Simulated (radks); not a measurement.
# Dy²⁺ in [Xe] 4f10: an all-electron calculation

Wanted: eigenvalues, radial structure and energy terms of the dysprosium ion Dy2+.

Method: scalar-relativistic Kohn-Sham, Wu-Cohen GGA, spin-polarised, spherical densities, point nucleus; open shells are filled with parallel spins first. Code: radks (a radial shooting solver on a logarithmic mesh, Libxc functionals) version 1.

### 1 What is computed

| Item | Value |
| --- | --- |
| element | dysprosium (Z = 66) |
| charge | +2 |
| electrons | 64 |
| configuration | [Xe] 4f10 |

Outer shells as boxes (Hund's rule):

Dy²⁺
```
[Xe] core
4f [↑↓][↑↓][↑↓][↑ ][↑ ][↑ ][↑ ]
```

### 2 The calculation

The run's settings:

```text
Z 66
configuration [Xe] 4f10
relativity scalar-relativistic
functional wc,pbe
spin polarised
nucleus point
c 137.035999084
```

**Question.** What will this run give?

**Answer**, as computed:

```
                        quantity                     value
                    total energy       -12155.7157 hartree
exchange-correlation share of it                    2.15 %
                            −T/E                    1.0789
          highest occupied level       4f down, -15.435 eV
    most extended occupied level  5p down, <r> = 1.54 bohr
 radius at density 0.001 e/bohr³                 3.39 bohr
    maxima of the radial density                         4
         ionisation energy, NIST      22.89 (semi-emp.) eV
```

5 principal shells are occupied and 4 maxima appear in the radial density; where shells overlap, one shows as a shoulder or not at all. Relativity lifts −T/E to 1.079. The top level binds by 15.435 eV, 67 % of the NIST ionisation energy of 22.89 eV; the potential of a semilocal functional falls off too fast, so its top eigenvalue is too shallow. Open shells are spherical and high-spin; term and fine-structure splittings are not resolved. Spin-orbit splitting is averaged out at the scalar-relativistic level.
